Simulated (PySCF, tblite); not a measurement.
**C₆H₁₆NPSi: geometry, infrared bands and NMR shifts**

What infrared bands and NMR shifts should C₆H₁₆NPSi (`[H]/N=C\CC(C)(C)C[SiH2]P`) show?

The runs use tblite 0.8.0 and PySCF 2.14.0, with density-fitted response routines of our own; the level of theory stands in each step. All values are computed, except where a source is named. Atoms count from 0, in the outputs and in this text.

### Step 1. The molecule as given

25 atoms, charge 0, multiplicity 1; geometry from: force field or distance geometry start.

Bonds of the start (Å): C0–C1 1.50, C1–C2 1.50, C1–C3 1.52, C3–C4 1.51, C4–N5 1.28, C1–C6 1.49, C6–Si7 1.85, Si7–P8 2.22, C0–H9 1.14, C0–H10 1.10, C0–H11 1.10, C2–H12 1.11, C2–H13 1.12, C2–H14 1.12, C3–H15 1.12, C3–H16 1.10, C4–H17 1.11, N5–H18 1.04, C6–H19 1.12, C6–H20 1.12, Si7–H21 1.49, Si7–H22 1.46, P8–H23 1.43, P8–H24 1.47.

### Step 2. Geometry optimisation with GFN2-xTB

What the job is given:

```
{"job": {"kind": "relax", "xc": "GFN2-xTB", "basis": "xTB"}, "charge": 0, "multiplicity": 1}
C     -1.117400    -1.417600     0.519800
C     -0.541900    -0.354300    -0.367400
C     -1.430600    -0.293500    -1.573400
C     -0.539200     0.944700     0.413500
C     -1.946100     1.320600     0.820900
N     -2.208500     1.838300     1.960700
C      0.838900    -0.584900    -0.866900
Si     2.173300    -0.772500     0.400300
P      3.396800     1.078500     0.320500
H     -2.238700    -1.410100     0.307500
H     -1.027300    -1.239000     1.599900
H     -0.793200    -2.441400     0.267900
H     -2.507000    -0.316600    -1.315900
H     -1.222800    -1.233100    -2.139800
H     -1.139800     0.598200    -2.181500
H      0.085000     0.874800     1.338600
H     -0.152000     1.798300    -0.165100
H     -2.781800     1.160400     0.114900
H     -1.482000     2.022300     2.681800
H      1.120800     0.261000    -1.539300
H      0.837700    -1.473400    -1.548800
H      3.074900    -1.841600    -0.114200
H      1.713600    -1.066700     1.750700
H      4.800100     0.801900     0.265200
H      3.076500     1.769900    -0.940700
```

Command:

```sh
> OMP_NUM_THREADS=1 python probes_run.py task.json out
```

This one command runs all jobs of the session in turn.

The log of the run:

```text
step      E/eV     max force
  0    -764.63633    2.441
  1    -765.00280    2.124
  2    -765.21513    1.556
  3    -765.37873    1.048
  4    -765.54362    0.665
  5    -765.58587    0.586
  6    -765.62615    0.393
  7    -765.64750    0.318
  8    -765.66276    0.218
  9    -765.67331    0.269
 10    -765.68537    0.274
 11    -765.70085    0.387
 12    -765.71753    0.351
 13    -765.72963    0.186
 14    -765.73848    0.194
 15    -765.74584    0.170
 16    -765.75147    0.179
 17    -765.75565    0.127
 18    -765.75893    0.141
 19    -765.76231    0.150
 20    -765.76625    0.158
 21    -765.76985    0.117
 22    -765.77256    0.115
 23    -765.77494    0.105
 24    -765.77747    0.128
 25    -765.78001    0.118
 26    -765.78230    0.098
 27    -765.78449    0.120
 28    -765.78715    0.129
 29    -765.79051    0.124
 30    -765.79392    0.129
 31    -765.79664    0.126
 32    -765.79895    0.125
 33    -765.80154    0.149
 34    -765.80472    0.142
 35    -765.80856    0.176
 36    -765.81300    0.213
 37    -765.81781    0.175
 38    -765.82236    0.127
 39    -765.82587    0.111
 40    -765.82821    0.121
 41    -765.82819    0.180
 42    -765.83141    0.109
 43    -765.83292    0.074
 44    -765.83584    0.087
 45    -765.83704    0.086
 46    -765.83850    0.068
 47    -765.84005    0.066
 48    -765.84147    0.075
 49    -765.84248    0.085
 50    -765.84348    0.068
 51    -765.84457    0.069
 52    -765.84579    0.078
 53    -765.84688    0.074
 54    -765.84767    0.065
 55    -765.84830    0.058
 56    -765.84900    0.068
 57    -765.84983    0.078
 58    -765.85070    0.082
 59    -765.85155    0.069
 60    -765.85244    0.063
 61    -765.85326    0.066
 62    -765.85407    0.078
 63    -765.85487    0.073
 64    -765.85568    0.083
 65    -765.85650    0.089
 66    -765.85732    0.084
 67    -765.85811    0.077
 68    -765.85892    0.073
 69    -765.85971    0.072
 70    -765.86044    0.070
 71    -765.86108    0.050
 72    -765.86168    0.057
 73    -765.86217    0.067
 74    -765.86272    0.055
 75    -765.86314    0.050
 76    -765.86350    0.053
 77    -765.86387    0.059
 78    -765.86427    0.073
 79    -765.86469    0.058
 80    -765.86505    0.039
 81    -765.86536    0.041
 82    -765.86566    0.057
 83    -765.86595    0.056
 84    -765.86621    0.035
 85    -765.86649    0.041
 86    -765.86680    0.040
 87    -765.86722    0.052
 88    -765.86750    0.039
 89    -765.86775    0.034
 90    -765.86796    0.031
 91    -765.86819    0.043
 92    -765.86842    0.037
 93    -765.86859    0.027
 94    -765.86871    0.025
 95    -765.86882    0.033
 96    -765.86896    0.042
 97    -765.86911    0.034
 98    -765.86925    0.028
 99    -765.86937    0.028
100    -765.86951    0.028
101    -765.86972    0.037
102    -765.87005    0.032
103    -765.87022    0.024
104    -765.87036    0.025
105    -765.87049    0.029
106    -765.87068    0.027
107    -765.87087    0.043
108    -765.87100    0.035
109    -765.87110    0.019
110    -765.87121    0.021
111    -765.87136    0.033
112    -765.87154    0.040
113    -765.87173    0.033
114    -765.87187    0.024
115    -765.87197    0.021
116    -765.87205    0.020
117    -765.87213    0.024
118    -765.87220    0.017
119    -765.87228    0.015
120    -765.87236    0.017
121    -765.87243    0.021
122    -765.87254    0.019
123    -765.87267    0.018
124    -765.87280    0.020
125    -765.87292    0.022
126    -765.87305    0.026
127    -765.87320    0.028
128    -765.87338    0.030
129    -765.87355    0.025
130    -765.87367    0.021
131    -765.87376    0.020
132    -765.87387    0.025
133    -765.87400    0.036
134    -765.87415    0.028
135    -765.87430    0.023
136    -765.87445    0.024
137    -765.87455    0.019
138    -765.87469    0.016
139    -765.87479    0.015
140    -765.87485    0.014
141    -765.87489    0.013
142    -765.87494    0.013
143    -765.87498    0.016
144    -765.87501    0.012
145    -765.87502    0.011
146    -765.87504    0.011
147    -765.87506    0.012
148    -765.87509    0.011
149    -765.87510    0.008
```

Run time: 1.7 s. Hardware: 1 thread of Arm Neoverse V1, shared host.

Step by step: (not every step is listed)

```csv
step,energy from step 0 (eV),largest force (eV/Å)
0,0.0000,2.4415
1,-0.3665,2.1237
2,-0.5788,1.5564
3,-0.7424,1.0477
4,-0.9073,0.6655
5,-0.9495,0.5858
6,-0.9898,0.3930
7,-1.0112,0.3181
8,-1.0264,0.2177
21,-1.1335,0.1169
34,-1.1684,0.1418
47,-1.2037,0.0656
60,-1.2161,0.0626
73,-1.2258,0.0671
86,-1.2305,0.0401
99,-1.2330,0.0283
112,-1.2352,0.0400
125,-1.2366,0.0222
138,-1.2384,0.0160
144,-1.2387,0.0117
145,-1.2387,0.0108
146,-1.2387,0.0108
147,-1.2387,0.0115
148,-1.2388,0.0111
149,-1.2388,0.0075
```

Distances of close pairs at the start and the end, largest changes first:

```csv
bond,before (Å),after (Å),change (Å)
P8–H24,1.474,1.384,-0.090
C6–Si7,1.850,1.910,+0.061
C0–H9,1.141,1.088,-0.053
C1–C6,1.486,1.537,+0.050
P8–H23,1.431,1.382,-0.049
C1–C2,1.499,1.534,+0.034
C2–H14,1.118,1.088,-0.029
C0–C1,1.500,1.529,+0.029
```

The final coordinates are the input of the step that follows.

### Step 3. Harmonic vibrations with GFN2-xTB

What the job is given:

```
{"job": {"kind": "ir", "xc": "GFN2-xTB", "basis": "xTB"}, "charge": 0, "multiplicity": 1}
C     -1.085505    -1.430580     0.573954
C     -0.596077    -0.366568    -0.408755
C     -1.568157    -0.296492    -1.593110
C     -0.516725     0.997165     0.304757
C     -1.843253     1.508292     0.779723
N     -2.216757     1.708229     1.959267
C      0.791531    -0.741766    -0.951989
Si     2.277391    -0.691112     0.247501
P      2.996912     1.429446     0.392646
H     -2.068034    -1.166601     0.960689
H     -0.402213    -1.530353     1.413298
H     -1.159993    -2.396953     0.079874
H     -2.594439    -0.185081    -1.252271
H     -1.507439    -1.211900    -2.178767
H     -1.325728     0.540668    -2.245097
H      0.158025     0.912928     1.163055
H     -0.093608     1.732101    -0.387328
H     -2.570277     1.748223     0.008480
H     -1.520521     1.486706     2.672557
H      1.019706    -0.077389    -1.790887
H      0.726980    -1.748123    -1.370060
H      3.307846    -1.600863    -0.274596
H      1.961085    -1.126012     1.613205
H      4.139345     1.115091     1.104029
H      3.678971     1.415090    -0.811038
```

The log of the run:

```text
mode    cm-1     km/mol
  1      35.8      1.15
  2      41.9      0.27
  3      62.4      0.59
  4      81.9      0.62
  5      82.0      7.40
  6     134.3      1.88
  7     160.8      0.70
  8     208.9      0.71
  9     240.2      0.51
 10     273.9      1.85
 11     312.0      0.11
 12     326.9      1.90
 13     379.9      4.13
 14     396.6     27.81
 15     408.0     11.56
 16     470.1     19.12
 17     479.1     14.28
 18     491.4      8.82
 19     579.6     14.52
 20     634.1    197.39
 21     688.9     13.07
 22     697.8      5.87
 23     718.2    122.51
 24     758.7      9.43
 25     791.6    126.45
 26     800.5    255.69
 27     831.3     23.37
 28     914.6     14.98
 29     961.0      0.16
 30     970.6      2.29
 31     997.5      7.65
 32    1017.1      2.72
 33    1036.0      8.84
 34    1090.0     40.88
 35    1097.5     14.90
 36    1125.4     25.44
 37    1149.1     18.53
 38    1192.5     14.52
 39    1202.8      6.16
 40    1237.7    113.05
 41    1291.4      8.70
 42    1299.5      4.60
 43    1313.4      6.32
 44    1349.7     67.37
 45    1409.8      9.32
 46    1423.8      5.27
 47    1458.3      0.84
 48    1471.2      0.33
 49    1494.9      0.24
 50    1500.7      1.13
 51    1508.8      1.88
 52    1512.7      3.88
 53    1744.1    197.65
 54    2189.4    316.37
 55    2211.2    150.28
 56    2306.3    121.56
 57    2391.5    150.70
 58    2939.1     20.16
 59    2943.3     33.47
 60    2949.0     69.54
 61    2974.8     26.56
 62    3005.2     45.85
 63    3022.4     29.39
 64    3026.8      5.83
 65    3029.6     57.84
 66    3032.7     39.13
 67    3042.8     44.36
 68    3046.6     36.14
 69    3295.5     26.73
```

Run time: 1.5 s. Hardware: 1 thread of Arm Neoverse V1, shared host.

The strongest bands and the atoms that carry them (share of the mass-weighted mode):

```csv
cm⁻¹,km/mol,atoms
634,197.4,"H21 37 %, H23 23 %, H22 21 %"
718,122.5,"H24 16 %, H23 13 %, H22 11 %, C4 11 %"
792,126.5,"C6 27 %, H20 24 %, H19 16 %"
800,255.7,"H22 41 %, H21 40 %"
1744,197.7,"C4 58 %, N5 39 %"
2189,316.4,H21 92 %
2211,150.3,H22 91 %
2392,150.7,"H23 56 %, H24 40 %"
```

### Step 4. Nuclear shieldings: PBE0/pcSseg-1

Same as in step 3 but for these lines:

```diff
@@ -1,2 +1,2 @@
-{"job": {"kind": "ir", "xc": "GFN2-xTB", "basis": "xTB"}, "charge": 0, "multiplicity": 1}
+{"job": {"kind": "nmr", "xc": "PBE0", "basis": "pcSseg-1"}, "charge": 0, "multiplicity": 1}
 C     -1.085505    -1.430580     0.573954
```

Level: GIAO PBE0/pcSseg-1 NMR shielding, non-relativistic, gas phase.

The log of the run:

```text
coarse grid: 20752 points
cycle   1  E = -923.0515681607  dE =  7.484e-01  |g| = 5.315e-01  |ddm| = 4.322e+00
cycle   2  E = -923.0148075777  dE =  3.676e-02  |g| = 6.803e-01  |ddm| = 1.164e+00
cycle   3  E = -923.1216079416  dE = -1.068e-01  |g| = 1.226e-01  |ddm| = 6.589e-01
cycle   4  E = -923.1245612741  dE = -2.953e-03  |g| = 4.571e-02  |ddm| = 1.201e-01
cycle   5  E = -923.1250203372  dE = -4.591e-04  |g| = 1.094e-02  |ddm| = 5.331e-02
cycle   6  E = -923.1250485872  dE = -2.825e-05  |g| = 3.540e-03  |ddm| = 1.545e-02
cycle   7  E = -923.1250514081  dE = -2.821e-06  |g| = 4.322e-04  |ddm| = 3.521e-03
final grid: 188048 points
cycle   8  E = -923.1794818350  dE = -9.718e-05  |g| = 1.015e-02  |ddm| = 5.976e-02
cycle   9  E = -923.1794727259  dE =  9.109e-06  |g| = 1.177e-02  |ddm| = 2.195e-02
cycle  10  E = -923.1795080986  dE = -3.537e-05  |g| = 1.067e-03  |ddm| = 1.223e-02
cycle  11  E = -923.1795083405  dE = -2.419e-07  |g| = 3.828e-04  |ddm| = 1.485e-03
cycle  12  E = -923.1795083729  dE = -3.234e-08  |g| = 9.970e-05  |ddm| = 3.632e-04
cycle  13  E = -923.1795083744  dE = -1.494e-09  |g| = 6.113e-05  |ddm| = 1.321e-04
cycle  14  E = -923.1795083752  dE = -8.044e-10  |g| = 5.536e-06  |ddm| = 5.233e-05
converged SCF energy = -923.1795083752

GIAO shielding tensors (ppm)
atom      isotropic    diamagn.    paramagn.     s11        s22        s33       span
  0 C      159.088     249.789     -90.701    145.488    147.609    184.166     38.678
  1 C      151.788     246.415     -94.626    145.576    153.144    156.645     11.070
  2 C      152.970     248.563     -95.593    132.989    142.140    183.781     50.791
  3 C      123.719     253.164    -129.445    112.278    120.754    138.126     25.848
  4 C       10.020     251.810    -241.790   -110.555     12.871    127.742    238.297
  5 N     -104.609     322.070    -426.679   -442.295    -86.768    215.236    657.531
  6 C      156.099     253.441     -97.342    138.708    144.485    185.103     46.395
  7 Si     404.782     880.876    -476.094    372.072    397.874    444.401     72.329
  8 P      619.149     967.798    -348.649    550.935    612.596    693.915    142.981
  9 H       30.581      32.721      -2.140     26.370     29.106     36.268      9.899
 10 H       30.587      33.332      -2.745     26.022     29.938     35.802      9.780
 11 H       31.079      32.568      -1.488     27.586     28.276     37.376      9.790
 12 H       30.242      31.994      -1.752     25.985     27.806     36.936     10.951
 13 H       30.617      31.841      -1.223     27.055     28.450     36.346      9.291
 14 H       30.606      32.190      -1.583     26.892     28.270     36.657      9.766
 15 H       29.784      35.391      -5.607     24.865     31.580     32.908      8.044
 16 H       29.351      34.051      -4.700     25.889     29.995     32.169      6.280
 17 H       23.735      29.801      -6.066     20.652     21.404     29.149      8.496
 18 H       20.789      35.576     -14.787      9.488     25.133     27.745     18.257
 19 H       30.916      34.411      -3.495     26.330     31.266     35.153      8.823
 20 H       30.703      33.939      -3.236     25.792     30.113     36.204     10.412
 21 H       27.177      29.917      -2.741     22.445     25.689     33.396     10.951
 22 H       27.290      30.852      -3.562     23.305     27.066     31.500      8.195
 23 H       30.575      28.982       1.592     24.883     26.716     40.125     15.243
 24 H       30.663      29.842       0.821     25.201     27.871     38.916     13.714
```

It took 74 s on 1 thread of Arm Neoverse V1, shared host; peak memory 1.2 GiB.

The references, computed at this level on geometries of the same kind, shield at (ppm): 1H TMS 31.72, 13C TMS 186.9, 29Si TMS 349.2, 15N NH3 267.7, 31P H3PO4 318.4. Their shielding less the atom's gives the shift. The references are single molecules in the gas phase, so shifts against H2O, NH3, PH3, H3PO4 or CFCl3 are not on the usual liquid scales and can be off by tens of ppm. Atoms listed in one row are averaged.

```csv
atoms,environment,σ (ppm),δ (ppm)
C4,"carbon bonded to C, N, H",10.0,176.9
C3,"carbon bonded to 2 C, 2 H",123.7,63.2
C1,carbon bonded to 4 C,151.8,35.1
"C0, C2","carbon bonded to C, 3 H",156.0,30.9
C6,"carbon bonded to C, Si, 2 H",156.1,30.8
H18,hydrogen on a nitrogen bonded to C,20.79,10.93
H17,"hydrogen on a carbon bonded to C, N",23.73,7.98
"H21, H22","hydrogen on a silicon bonded to C, P",27.23,4.48
"H15, H16",hydrogen on a carbon bonded to 2 C,29.57,2.15
"H23, H24",hydrogen on a phosphorus bonded to Si,30.62,1.10
"H9, H10, H11, H12, H13, H14",hydrogen on a carbon bonded to C,30.62,1.10
"H19, H20","hydrogen on a carbon bonded to C, Si",30.81,0.91
N5,"nitrogen bonded to C, H",-104.6,372.3
Si7,"silicon bonded to C, P, 2 H",404.8,-55.6
P8,"phosphorus bonded to Si, 2 H",619.1,-300.8
```

The run also stored atomic charges by several schemes (e):

```csv
atoms,Mulliken,IAO,Hirshfeld,ESP fit
"C0, C2",-0.13,-0.42,-0.12,-0.57
C1,-0.64,0.07,0.03,0.81
C3,-0.11,-0.29,-0.08,-0.71
C4,0.04,0.05,0.06,0.53
N5,-0.34,-0.43,-0.24,-0.81
C6,-0.40,-0.52,-0.15,-0.41
Si7,0.38,0.56,0.28,0.43
P8,-0.23,-0.12,-0.01,-0.37
```

Mayer bond orders: C0–C1 1.01, C1–C2 1.02, C1–C3 0.98, C3–C4 1.02, C4–N5 2.05, C1–C6 1.00, C6–Si7 0.90, Si7–P8 1.02.

### Step 5. Outcome

```
                                                               quantity                                          value
                              strongest single infrared mode (GFN2-xTB)                          2189 cm⁻¹, 316 km/mol
                                           zero-point energy (GFN2-xTB)                                 127.6 kcal/mol
13C shifts against TMS (PBE0/pcSseg-1, means over atoms taken as alike)              176.9, 63.2, 35.1, 30.9, 30.8 ppm
 1H shifts against TMS (PBE0/pcSseg-1, means over atoms taken as alike)  10.93, 7.98, 4.48, 2.15, 1.10, 1.10, 0.91 ppm
                                 15N shifts against NH3 (PBE0/pcSseg-1)                                      372.3 ppm
                                29Si shifts against TMS (PBE0/pcSseg-1)                                      -55.6 ppm
                               31P shifts against H3PO4 (PBE0/pcSseg-1)                                     -300.8 ppm
```

**Reading.** The optimisation took 149 steps and gained 1.239 eV; among the close pairs (by a distance rule), P8–H24 changed most, from 1.474 to 1.384 Å. No mode is imaginary among the 69: a minimum at this level. The strongest single mode, at 2189 cm⁻¹, moves mainly H21. GFN2-xTB is a fitted tight-binding method: band positions and strengths are rough. Its intensities can rank the bands wrongly. At PBE0/pcSseg-1: The widest tensor belongs to N5: span 658 ppm, with a paramagnetic part of -427 ppm.
